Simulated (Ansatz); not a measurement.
# CH8BGaSn: vertical ionisation energy

An exercise on one series of results from a longer session: the logs are not shown, and one member is left open.

The runs use Ansatz 0.2.0, Gaussian basis; unrestricted cation, the program's frozen cores in correlated methods.

Plan: UKS PBE-D4/def2-TZVPP; UKS r2SCAN-D4/def2-TZVPP; UKS PBE0-D4/def2-TZVPP; UKS B3LYP-D4/def2-TZVPP; UKS wB97X-V/def2-TZVPP; UKS wB97M-V/def2-TZVPP; UKS B2PLYP/def2-TZVPP; UHF-CCSD(T)/def2-TZVPP; UHF-MP2/def2-QZVPP; extrapolation to the limit; then −ε(HOMO) from the neutral's earlier runs with LDA (SPW92), PBE-D4, revPBE-D4, BLYP-D4, r2SCAN-D4, B97M-V, PBE0-D4, B3LYP-D4, r2SCANh-D4, r2SCAN0-D4, HSE06-D4, BHLYP-D4, CAM-B3LYP-D4, LC-ωPBE, ωB97X-V, ωB97M-V.

### The geometry

The geometry comes from an earlier relaxation with PBE0-D4 in a triple-zeta def2 set; it is a stationary point, not always the lowest conformer. Sn takes the def2 core potential; no spin-orbit term is included.

SMILES `C[BH][SnH2][GaH2]`, 12 atoms, charge 0, spin multiplicity 1.

Atoms are counted from 1 here; the program's logs count them from 0.

Bond lengths: C1–B2 1.549 Å, C1–H5 1.094 Å, C1–H6 1.091 Å, C1–H7 1.104 Å, B2–Sn3 2.246 Å, B2–H8 1.199 Å, Sn3–Ga4 2.622 Å, Sn3–H9 1.717 Å, Sn3–H10 1.713 Å, Ga4–H11 1.575 Å, Ga4–H12 1.576 Å. Angles: B2–C1–H5 113.5°, B2–C1–H6 116.7°, B2–C1–H7 103.7°, H5–C1–H6 110.1°, H5–C1–H7 104.9°, H6–C1–H7 106.6°, C1–B2–Sn3 123.0°, C1–B2–H8 119.3°, Sn3–B2–H8 117.7°, B2–Sn3–Ga4 109.6°, B2–Sn3–H9 110.9°, B2–Sn3–H10 112.5°, Ga4–Sn3–H9 107.9°, Ga4–Sn3–H10 109.0°, H9–Sn3–H10 106.8°, Sn3–Ga4–H11 121.3°, Sn3–Ga4–H12 120.4°, H11–Ga4–H12 118.3°.

The first run:

Contents of in.yaml:

```yaml
crystal:
  periodic: [false, false, false]
  atoms:
    - {symbol: C, position_ang: [-0.983421, 1.997977, -0.129746]}
    - {symbol: B, position_ang: [-0.380552, 0.939346, 0.827036]}
    - {symbol: Sn, position_ang: [1.232203, -0.494627, 0.205719]}
    - {symbol: Ga, position_ang: [0.150877, -2.748807, -0.584494]}
    - {symbol: H, position_ang: [-2.051873, 2.172875, 0.029172]}
    - {symbol: H, position_ang: [-0.777791, 1.871470, -1.193235]}
    - {symbol: H, position_ang: [-0.492328, 2.938105, 0.177508]}
    - {symbol: H, position_ang: [-0.780179, 0.872875, 1.955472]}
    - {symbol: H, position_ang: [2.145443, 0.140988, -1.101906]}
    - {symbol: H, position_ang: [2.341003, -0.822493, 1.469912]}
    - {symbol: H, position_ang: [-0.001825, -3.970571, 0.397142]}
    - {symbol: H, position_ang: [-0.401537, -2.897149, -2.052588]}
basis:
  gaussian: {orbitals: def2-TZVPP}
total_charge: 1
magnetization: {spin_polarized: true, initial_magnetization: 1}
hamiltonian: {xc: pbe, dispersion: d4}
```

On the command line:

```sh
ansatz run in.yaml --threads 2 --pin off --events-out ev --progress --plain --max-ram 32768MiB --backend cuda --devices 0, --max-vram 18GiB
```

Among the steps run: Cation, UKS PBE-D4/def2-TZVPP; Cation, UKS r2SCAN-D4/def2-TZVPP; Cation, UKS PBE0-D4/def2-TZVPP; Cation, UKS B3LYP-D4/def2-TZVPP; Cation, UKS wB97X-V/def2-TZVPP; Cation, UKS wB97M-V/def2-TZVPP; Cation, UKS B2PLYP (frozen core)/def2-TZVPP; Cation, UHF-CCSD(T)/def2-TZVPP; Cation, UHF-MP2/def2-QZVPP.

One of the session's tables, all rows but one given; the rest of the session is left out.

Orbital estimates, from the neutral's runs:

| functional | −ε(HOMO) (eV) |
| --- | --- |
| LDA (SPW92) | ? |
| PBE-D4 | 5.93 |
| revPBE-D4 | 5.87 |
| BLYP-D4 | 5.78 |
| r2SCAN-D4 | 6.14 |
| B97M-V | 6.19 |
| PBE0-D4 | 6.88 |
| B3LYP-D4 | 6.70 |
| r2SCANh-D4 | 6.49 |
| r2SCAN0-D4 | 7.02 |
| HSE06-D4 | 6.50 |
| BHLYP-D4 | 7.72 |
| CAM-B3LYP-D4 | 8.05 |
| LC-ωPBE | 9.28 |
| ωB97X-V | 8.97 |
| ωB97M-V | 8.82 |

Q: Estimate the row for LDA (SPW92) from the others.

As computed: −ε(HOMO) (eV): 6.06. In the column «−ε(HOMO) (eV)» it lies between PBE-D4 (5.93) and r2SCAN-D4 (6.14).

To keep in mind: The cation may have settled in a state other than its lowest; no search over hole states beyond the program's own was made.
